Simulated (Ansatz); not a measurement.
# BGeH5+ (doublet): wave-function methods side by side, cc-pVDZ

One table from this session's results is given with a row withheld; the runs are named, their logs left out.

Computed with Ansatz 0.2.0, Gaussian basis. Level: cc-pVDZ, core rule «outside noble gas», up to 15 orbitals frozen.

To be run: UHF; CCSD(T) on ROHF; CCSD(T) on UHF; BCCD(T) on ROHF; CISD as a restricted active space (open shells left free, so some higher excitations enter); CCSDT(Q) on ROHF; CCSDT(Q) on UHF; CASSCF and MRCISD+Q, 9 electrons in 9 orbitals; CASSCF and NEVPT2, 9 electrons in 9 orbitals.

21 further runs of the same task are left out: 7 that didn't finish, 14 set aside as unsound or not needed. Runs told in other sessions of the task aren't counted.

**The geometry**

The geometry is a PBE0/def2-TZVP stationary point (not a proven minimum) of the parent state, kept for this charge and spin. No spin-orbit coupling is included. The filled d shell of Ge may be among the frozen orbitals whatever the setting's name suggests.

7 atoms, charge 1, spin multiplicity 2.

Atoms are counted from 1 here; the program's logs count them from 0.

Bond lengths: Ge1–B2 2.205 Å, Ge1–H3 1.535 Å, Ge1–H4 1.535 Å, Ge1–H5 1.537 Å, B2–H6 1.202 Å, B2–H7 1.202 Å. Angles: B2–Ge1–H3 104.9°, B2–Ge1–H4 104.9°, B2–Ge1–H5 109.6°, H3–Ge1–H4 113.2°, H3–Ge1–H5 111.8°, H4–Ge1–H5 111.8°, Ge1–B2–H6 91.6°, Ge1–B2–H7 91.6°, H6–B2–H7 131.7°.

Set-up of the first run:

Input file in.yaml:

```yaml
crystal:
  periodic: [false, false, false]
  atoms:
    - {symbol: Ge, position_ang: [-0.009150, 0.000000, 0.305594]}
    - {symbol: B, position_ang: [0.133797, 0.000000, -1.895159]}
    - {symbol: H, position_ang: [0.709968, -1.282092, 0.749236]}
    - {symbol: H, position_ang: [0.709968, 1.282092, 0.749236]}
    - {symbol: H, position_ang: [-1.487565, 0.000000, 0.727212]}
    - {symbol: H, position_ang: [-0.354021, -1.096997, -1.961000]}
    - {symbol: H, position_ang: [-0.354021, 1.096997, -1.961000]}
basis:
  gaussian: {orbitals: cc-pVDZ}
total_charge: 1
magnetization: {spin_polarized: true, initial_magnetization: 1}
hamiltonian: {xc: hf}
output: {orbitals: {seedname: orbitals}}
```

Command:

```bash
$ ansatz run in.yaml --threads 1 --pin off --events-out ev --progress --plain --max-ram 2393MiB
```

Among the steps run: UHF; CCSD(T) on ROHF; CCSD(T) on UHF; BCCD(T) on ROHF; CISD as a restricted active space (open shells left free, so some higher excitations enter); CCSDT(Q) on ROHF; CCSDT(Q) on UHF; CASSCF and MRCISD+Q, 9 electrons in 9 orbitals; CASSCF and NEVPT2, 9 electrons in 9 orbitals.

One table of the session follows, with a row left open; its other results are not shown here.

| method | from UCCSDT(Q) (meV) |
| --- | --- |
| ROHF | +5801.2 |
| UHF | +5722.3 |
| RMP2 | +1357.7 |
| UMP2 | +1355.1 |
| CISD | +583.9 |
| RCCSD | ? |
| UCCSD | +151.0 |
| RCCSD(T) | +35.6 |
| UCCSD(T) | +34.6 |
| BCCD(T) | +35.4 |
| RCCSDT | +4.9 |
| UCCSDT | +3.6 |
| RCCSDT(Q) | +1.6 |
| UCCSDT(Q) | 0 |
| CASSCF frontier | +4087.0 |
| NEVPT2 frontier | +1208.6 |
| MRCISD frontier | +316.1 |
| MRCISD+Q frontier | +33.1 |

**Question.** Estimate the row for RCCSD.

**Answer.** from UCCSDT(Q) (meV): +153.2. In the column «from UCCSDT(Q) (meV)» it lies between UCCSD (+151.0) and MRCISD frontier (+316.1).

To keep in mind: Restricted and unrestricted rows rest on different reference determinants; a gap between their highest levels can come from leftover correlation error, from unlike frozen cores or from another state.
